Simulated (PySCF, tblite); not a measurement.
**C₆H₉FN₂Si: geometry, infrared bands and NMR shifts**

Aim: predict the infrared bands and NMR shifts of C₆H₉FN₂Si (`C=CCn1nc(F)cc1[SiH3]`).

The runs use tblite 0.8.0 and PySCF 2.14.0, with density-fitted response routines of our own; the level of theory stands in each step. All values are computed, except where a source is named. Atoms count from 0, in the outputs and in this text.

**1. The starting structure**

19 atoms, charge 0, multiplicity 1; geometry from: force field or distance geometry start.

Bonds of the start (Å): C0–C1 1.35, C1–C2 1.48, C2–N3 1.48, N3–N4 1.34, N4–C5 1.33, C5–F6 1.34, C5–C7 1.39, C7–C8 1.40, C8–Si9 1.88, C8–N3 1.39, C0–H10 1.09, C0–H11 1.08, C1–H12 1.10, C2–H13 1.10, C2–H14 1.09, C7–H15 1.09, Si9–H16 1.48, Si9–H17 1.48, Si9–H18 1.48.

**2. Optimising the geometry with GFN2-xTB**

Job settings and geometry (Å):

```
{"job": {"kind": "relax", "xc": "GFN2-xTB", "basis": "xTB"}, "charge": 0, "multiplicity": 1}
C      2.364800    -1.637000     0.649700
C      2.015200    -0.425200     0.159300
C      1.101900    -0.200400    -0.987200
N      0.000900     0.726500    -0.656100
N      0.117000     2.010500    -1.016700
C     -1.009600     2.570600    -0.592500
F     -1.294500     3.869700    -0.763900
C     -1.839300     1.668700     0.064800
C     -1.175900     0.435400     0.027700
Si    -1.707000    -1.230800     0.726800
H      1.966400    -2.556500     0.222300
H      3.036000    -1.725400     1.492400
H      2.440500     0.463800     0.637000
H      1.653800     0.255600    -1.821900
H      0.641400    -1.112500    -1.366300
H     -2.812600     1.873100     0.514400
H     -1.161800    -2.297800    -0.148200
H     -3.185700    -1.304600     0.750800
H     -1.161600    -1.374600     2.100300
```

The run is started by

```console
OMP_NUM_THREADS=1 python probes_run.py task.json out
```

One launch serves the whole session: the jobs run in the order shown.

**Question.** This job is followed by: GFN2-xTB harmonic vibrations, gas phase; GIAO PBE0/pcSseg-1 NMR shielding, non-relativistic, gas phase. Predict these results of the whole session: strongest single infrared mode (GFN2-xTB); zero-point energy (GFN2-xTB); ¹³C shifts against TMS (PBE0/pcSseg-1); ¹H shifts against TMS (PBE0/pcSseg-1, means over atoms taken as alike); ¹⁵N shifts against NH3 (PBE0/pcSseg-1); ¹⁹F shifts against CFCl3 (PBE0/pcSseg-1); ²⁹Si shifts against TMS (PBE0/pcSseg-1).

The runs gave:

| quantity | value |
| --- | --- |
| strongest single infrared mode (GFN2-xTB) | 2238 cm⁻¹, 294 km/mol |
| zero-point energy (GFN2-xTB) | 84.7 kcal/mol |
| ¹³C shifts against TMS (PBE0/pcSseg-1) | 173.1, 143.7, 135.9, 126.3, 108.1, 59.9 ppm |
| ¹H shifts against TMS (PBE0/pcSseg-1, means over atoms taken as alike) | 6.21, 6.19, 5.63, 5.59, 4.84, 4.47 ppm |
| ¹⁵N shifts against NH3 (PBE0/pcSseg-1) | 330.1, 226.6 ppm |
| ¹⁹F shifts against CFCl3 (PBE0/pcSseg-1) | -144.2 ppm |
| ²⁹Si shifts against TMS (PBE0/pcSseg-1) | -88.4 ppm |

In words: Over 84 steps the energy fell by 0.186 eV; of the close pairs, N3–C8 changed most, 1.392 to 1.353 Å. No mode is imaginary among the 51: a minimum at this level. The strongest single mode, at 2238 cm⁻¹, moves mainly H16. GFN2-xTB is a fitted tight-binding method: band positions and strengths are rough. Its intensities can rank the bands wrongly. At PBE0/pcSseg-1: Shielding is most anisotropic at N4 (span 400 ppm, paramagnetic term -389 ppm). NICS(1)zz of -28 ppm above the planar ring from N3 marks a diatropic (aromatic) ring current.
